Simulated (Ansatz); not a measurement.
# C₂H₇GeN: small, medium and large basis sets

An exercise on one series of results from a longer session: the logs are not shown, and one member is left open.

Computed with Ansatz 0.2.0, Gaussian basis. Level: one geometry, several basis sets.

Levels to be run: PBE0-D4/def2-SVP; ωB97M-V/def2-SVP; PBE0-D4/def2-QZVPP; ωB97M-V/def2-QZVPP; the functionals' def2-TZVPP values are taken from earlier runs.

## Structure used throughout

All runs share one geometry, relaxed beforehand with PBE0-D4 in a triple-zeta def2 set.

11 atoms, charge 0, spin multiplicity 1.

Atoms are counted from 1 here; the program's logs count them from 0.

Bond lengths: C1–C2 1.528 Å, C1–H5 1.094 Å, C1–H6 1.094 Å, C1–H7 1.095 Å, C2–Ge3 2.010 Å, C2–H8 1.095 Å, C2–H9 1.094 Å, Ge3–N4 1.819 Å, N4–H10 1.009 Å, N4–H11 1.007 Å. Angles: C2–C1–H5 111.5°, C2–C1–H6 112.0°, C2–C1–H7 111.7°, H5–C1–H6 107.4°, H5–C1–H7 107.0°, H6–C1–H7 106.9°, C1–C2–Ge3 110.0°, C1–C2–H8 110.8°, C1–C2–H9 110.0°, Ge3–C2–H8 110.1°, Ge3–C2–H9 108.7°, H8–C2–H9 107.2°, C2–Ge3–N4 95.7°, Ge3–N4–H10 125.3°, Ge3–N4–H11 122.4°, H10–N4–H11 112.3°.

The first run:

The input, in.yaml:

```yaml
crystal:
  periodic: [false, false, false]
  atoms:
    - {symbol: C, position_ang: [-0.732715, 1.222909, 0.375809]}
    - {symbol: C, position_ang: [-0.261579, -0.132999, 0.898890]}
    - {symbol: Ge, position_ang: [1.621491, -0.488074, 0.293338]}
    - {symbol: N, position_ang: [1.158386, -1.282982, -1.276229]}
    - {symbol: H, position_ang: [-0.768225, 1.241294, -0.717151]}
    - {symbol: H, position_ang: [-1.733024, 1.476616, 0.739144]}
    - {symbol: H, position_ang: [-0.065305, 2.032611, 0.688918]}
    - {symbol: H, position_ang: [-0.924822, -0.933975, 0.555561]}
    - {symbol: H, position_ang: [-0.284914, -0.140953, 1.992922]}
    - {symbol: H, position_ang: [0.213222, -1.462637, -1.581730]}
    - {symbol: H, position_ang: [1.842884, -1.588808, -1.948874]}
basis:
  gaussian: {orbitals: def2-SVP}
hamiltonian: {xc: pbe0, dispersion: d4}
output: {orbitals: {seedname: orbitals}}
```

Started as:

```sh
$ ansatz run in.yaml --threads 4 --pin off --events-out ev --progress --plain --max-ram 10444MiB
```

Among the steps run: PBE0-D4 in def2-SVP; ωB97M-V in def2-SVP; PBE0-D4 in def2-QZVPP; ωB97M-V in def2-QZVPP.

One table of the session follows, with a row left open; its other results are not shown here.

It belongs to the step «Density functionals: the series». 

```
functional       basis  HOMO (eV)
   PBE0-D4    def2-SVP      -6.00
   PBE0-D4  def2-TZVPP          ?
   PBE0-D4  def2-QZVPP      -6.13
   ωB97M-V    def2-SVP      -8.12
   ωB97M-V  def2-TZVPP      -8.20
   ωB97M-V  def2-QZVPP      -8.25
```

Estimate the missing values for PBE0-D4, def2-TZVPP.

The run gave: HOMO (eV): -6.07. In the column «HOMO (eV)» it lies between PBE0-D4, def2-QZVPP (-6.13) and PBE0-D4, def2-SVP (-6.00).
